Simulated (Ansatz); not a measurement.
# Mg2O: the cost of one run

Method: DFT PBE, scalar-relativistic, plane waves, PAW, in Ansatz 0.2.0.

## (1) The system as given

It takes space group Pmm2 (No. 25, orthorhombic). The conventional cell has a = 2.037 Å, b = 3.425 Å, c = 4.153 Å, α = 90.00°, β = 90.00°, γ = 90.00°. Mg (site symmetry mm2) has 4 Mg at 2.02 to 2.04 Å and 2 O at 2.03 to 2.13 Å as nearest neighbours. Mg (site symmetry mm2) has 2 O at 2.02 Å and 4 Mg at 2.02 to 2.04 Å as nearest neighbours. O (site symmetry mm2) has 4 Mg at 2.02 to 2.13 Å and 2 O at 2.04 Å as nearest neighbours.

Coordinates:

```
CELL_PARAMETERS angstrom
2.03675 0.00000 0.00000
0.00000 3.42524 0.00000
0.00000 0.00000 4.15316
ATOMIC_POSITIONS crystal
Mg 0.00000 0.00000 0.74415
Mg 0.00000 0.50000 0.00000
O 0.00000 0.00000 0.25585
```

The cell is invented: 6-connected net, two elements spread over the vertices (Pmm2, No. 25). Its size is a rough estimate.

## (2) Probe: one point on a coarse mesh

Input file input.yaml:

```yaml
crystal:
  lattice:
    - [2.03675381, 0.0, 0.0]
    - [0.0, 3.42524363, 0.0]
    - [0.0, 0.0, 4.15316163]
  atoms:
    - { symbol: Mg, position: [0.0, 0.0, 0.74414552] }
    - { symbol: Mg, position: [0.0, 0.5, 0.0] }
    - { symbol: O, position: [0.0, 0.0, 0.25585448] }
basis:
  ecutwfc: 420
kpoints:
  mp_grid: { grid: [8, 6, 4] }
hamiltonian:
  xc: pbe
scf:
  occupations: { method: gaussian, width: 0.1 }
  lower_state_search: "off"
output:
  forces: true
  stress: true
  eigenvalues: true
```

Run with:

```
> ansatz run input.yaml --threads 1 --pin off --max-ram 2560MiB --backend cpu --events-out ev --progress --plain --runs-dir out
```

What time and memory should one allow on 1 thread of Arm Neoverse V1, shared host?

About 2.6 s, with a peak of 0.28 GiB.
